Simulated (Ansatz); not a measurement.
**W (fcc type): how the settings move a single-point run**

How sensitive is a single-point run of W (fcc type) to its settings? A reference run comes first, then one run with altered input.

Program: Ansatz 0.2.0. Level of theory: reference: DFT, PBEsol, PAW with Ansatz's default frozen-core files, scalar-relativistic. These are calculated values, not measurements.

1 further run of the same task is left out (set aside as unsound or not needed). Runs told in other sessions of the task aren't counted.

**1. Starting point**

It takes space group Fm-3m (No. 225, cubic). Conventional cell: a = 3.860 Å, b = 3.860 Å, c = 3.860 Å, α = 90.00°, β = 90.00°, γ = 90.00°. W (site symmetry m-3m) is surrounded by 12 W at 2.73 Å.

Coordinates:

```
CELL_PARAMETERS angstrom
0.00000 1.93011 1.93011
1.93011 0.00000 1.93011
1.93011 1.93011 0.00000
ATOMIC_POSITIONS crystal
W 0.00000 0.00000 0.00000
```

**2. The reference run**

input.yaml reads:

```yaml
crystal:
  lattice:
    - [0.0, 1.9301086726, 1.9301086726]
    - [1.9301086726, 0.0, 1.9301086726]
    - [1.9301086726, 1.9301086726, 0.0]
  atoms:
    - { symbol: W, position: [0.0, 0.0, 0.0] }
kpoints:
  mp_grid: { grid: [18, 18, 18] }
scf:
  occupations: { method: fermi_dirac, width: 0.05 }
hamiltonian:
  xc: pbesol
  pseudopotentials: { kind: paw }
output:
  forces: true
  stress: true
  eigenvalues: true
  populations: true
```

On the command line:

```sh
$ ansatz run input.yaml --threads 1 --pin off --max-ram 2048MiB --backend cpu --events-out ev --progress --plain --runs-dir out
```

**3. Changed: mp_grid.grid [9, 9, 9], mixing.algorithm broyden, mixing.beta 0.2, mixing.ndim 4**

input.yaml, as its differences from that of step 2:

```diff
@@ -8,5 +8,6 @@
 kpoints:
-  mp_grid: { grid: [18, 18, 18] }
+  mp_grid: { grid: [9, 9, 9] }
 scf:
   occupations: { method: fermi_dirac, width: 0.05 }
+  mixing: { algorithm: broyden, beta: 0.2, ndim: 4 }
 hamiltonian:
```

What does the calculation give? Wanted: for each run, ending; energy change; pressure; gap; force.

As calculated:

| run | ending | energy change | pressure (GPa) | gap (eV) | force (eV/Å) | cycles | time |
| --- | --- | --- | --- | --- | --- | --- | --- |
| reference | converged | 0 | 39.0 | 0.00 | 0.00 | 6 | 2.6 s |
| 1: mp_grid.grid [9, 9, 9], mixing.algorithm broyden, mixing.beta 0.2, mixing.ndim 4 | converged | -20.4 meV/atom | 37.4 | 0.00 | 0.00 | 7 | 0.84 s |

Residual by cycle in the longest SCF loop of each run; runs are numbered as in the table. The quantity is the density residual dr2, in eV.

| cycle | reference | run 1 |
| --- | --- | --- |
| 1 | 0.00193 | 0.00299 |
| 2 | 2.1e-4 | 0.00164 |
| 3 | 6.4e-6 | 9.5e-5 |
| 4 | 1.3e-7 | 2.7e-4 |
| 5 | 1.1e-8 | 6.4e-6 |
| 6 | 3.8e-10 | 4.8e-6 |
| 7 | - | 1.5e-8 |

Changing the k-point mesh and mixing moves the energy by -20.4 meV/atom, and the pressure goes from 39.0 to 37.4 GPa. Mixing only sets the path, so the shift comes from the other change. Sampling errors of the energy have no fixed sign. The other settings changed steer the path, not the converged energy, so the shift is the mesh's. Cost: 7 SCF cycles against 6, 0.84 s against 2.6 s. The structure is not at rest: the sound run finds 39 GPa, so these are no properties of the relaxed crystal. 
